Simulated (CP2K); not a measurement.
Crystal: MoSe.

```
Mo Se
1.0
     4.09115    0.00000    0.00000
     2.04557    3.54304    0.00000
     2.04557    1.18101    3.34041
Mo Se
1 1
Direct
  0.00000 0.00000 0.00000
  0.50000 0.50000 0.50000
```

The cell was built by a generator and needn't be a form met in nature.

- Program: CP2K 2026.2
- Task: relaxation of cell and atoms
- Functional: PBE
- Potentials or basis: POTENTIAL_UZH Mo GTH-PBE-q14, Se GTH-PBE-q6; DZVP-MOLOPT-PBE-GTH basis
- Density cutoff: 6123 eV
- k mesh: 6 × 6 × 6
- Occupations: fermi-dirac, width 0.05 eV
- Spin: no spin polarisation

At the start: pressure -19.1 GPa; volume 24.21 Å³/atom.

Where does the relaxation end?

Over 8 steps the energy falls by 495.6 meV/atom and the volume is 18.07 Å³/atom (-25.4 %); space group C2/m (No. 12, to 0.05 Å).

The path:
| step | energy change (eV) | largest force (eV/Å) | volume (Å³) |
| --- | --- | --- | --- |
| 1 | 0.0000 | 0.0000 | 48.42 |
| 2 | -0.0775 | 0.0000 | 47.76 |
| 3 | -0.8927 | 0.0000 | 39.15 |
| 4 | -0.9420 | 0.0000 | 33.98 |
| 5 | -0.9887 | 0.0000 | 36.47 |
| 6 | -0.9910 | 0.0000 | 36.17 |
| 7 | -0.9912 | 0.0000 | 36.14 |
| 8 | -0.9911 | 0.0000 | 36.14 |

Final structure:
```
Mo Se
1.0
     3.79400    0.00000    0.00000
     2.04498    3.19992    0.00000
     2.04498    1.18033    2.97648
Mo Se
1 1
Direct
  0.00000 0.00000 0.00000
  0.50000 0.50000 0.50000
```

Caveat: the volume moved by over 15 % at a fixed basis, so the end points are rough; the basis of atomic orbitals isn't converged, which shifts pressures, moduli and gaps; the real-space grid breaks the cell's symmetry a little.
